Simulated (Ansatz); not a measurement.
# Ta: the cost of one run

All numbers are computed with the Python package of Ansatz 0.2.0. The levels of theory stand in the script.

## Step 1: The system

It takes space group P4/mbm (No. 127, tetragonal). The conventional cell has a = 22.709 Å, b = 22.709 Å, c = 2.377 Å, α = 90.00°, β = 90.00°, γ = 90.00°. Ta (site symmetry m2m) has 2 Ta at 2.38 Å as nearest neighbours.

Input file ta.cif:

```cif
data_Ta
_cell_length_a 22.709111
_cell_length_b 22.709111
_cell_length_c 2.377280
_cell_angle_alpha 90.00000
_cell_angle_beta 90.00000
_cell_angle_gamma 90.00000
_symmetry_space_group_name_H-M 'P 1'
_symmetry_Int_Tables_number 1
loop_
_symmetry_equiv_pos_as_xyz
'x, y, z'
loop_
_atom_site_label
_atom_site_type_symbol
_atom_site_fract_x
_atom_site_fract_y
_atom_site_fract_z
Ta1 Ta    0.318629    0.818629    0.000000
Ta2 Ta    0.681371    0.181371    0.000000
Ta3 Ta    0.181371    0.318629    0.000000
Ta4 Ta    0.818629    0.681371    0.000000
```

## Step 2: The script

lattice_ta.py reads:

```python
'''Relaxed cell of Ta under several functionals.'''

import logging
import sys

import ansatz as az
from ase.io import read
import numpy as np

logging.basicConfig(stream=sys.stdout, format='%(levelname)s:%(name)s:%(message)s')
log = logging.getLogger('calc')
log.setLevel(logging.INFO)

KMESH = (2, 2, 11)
TOLERANCE = 1e-10
FILLING = 'fermi_dirac'
WIDTH_EV = 0.1
FMAX = 0.01

def edges_and_angles(cell):
    cell = np.asarray(cell)
    a, b, c = np.linalg.norm(cell, axis=1)
    cosines = cell[1] @ cell[2] / (b * c), cell[0] @ cell[2] / (a * c), cell[0] @ cell[1] / (a * b)
    return (a, b, c, *np.degrees(np.arccos(cosines)))

atoms = read('ta.cif')
system = az.Crystal.from_ase(atoms)

setup = (
    system.calculation()
    .kpoints(*KMESH)
    .scf(tolerance=TOLERANCE)
    .occupations(FILLING, width=WIDTH_EV)
    .basis(21 * az.Ha)
    .relax(cell=True, force_tolerance=FMAX)
)

levels = [('lda', 'none'), ('pbesol', 'none'), ('pbesol', 'd3bj')]
log.info('level            a       b       c    alpha   beta  gamma  V/atom  steps')
for name, dispersion in levels:
    seen = []
    run = setup.functional(name, dispersion=dispersion).session().plan()
    outcome = run.execute(on_event=lambda e: seen.append(e) if e['event'] == 'relax_step' else None)
    cell = outcome.lattice.cell_ang
    label = name if dispersion == 'none' else f'{name}+{dispersion}'
    print('{:13s} {:7.4f} {:7.4f} {:7.4f} {:6.2f} {:6.2f} {:6.2f}'.format(label, *edges_and_angles(cell)), f'{abs(np.linalg.det(cell)) / len(outcome.lattice.sites):7.3f} {len(seen):5d}')
```

## Step 3: What the engine is handed

The engine receives this input (first run):

```yaml
crystal:
  lattice:
    - [22.709111, 0.0, 0.0]
    - [0.0, 22.709111, 0.0]
    - [0.0, 0.0, 2.37728]
  atoms:
    - { symbol: Ta, position: [0.318629, 0.818629, 0.0] }
    - { symbol: Ta, position: [0.681371, 0.181371, 0.0] }
    - { symbol: Ta, position: [0.181371, 0.318629, 0.0] }
    - { symbol: Ta, position: [0.818629, 0.681371, 0.0] }
basis:
  ecutwfc: 571.4391111657479
kpoints:
  mp_grid:
    grid: [2, 2, 11]
hamiltonian:
  xc: lda
  dispersion: none
scf:
  convergence:
    dr2_threshold: 1.0e-10
  occupations:
    method: fermi_dirac
    width: 0.1
relax:
  f_tol: 0.01
  cell: {}
```

## Step 4: Launch

Run with:

```sh
$ python lattice_ta.py
```

**Question.** How long does this script take on 1 thread of Arm Neoverse V1, shared host, and how much memory does it need?

About 14 min, with a peak of 2 GiB.
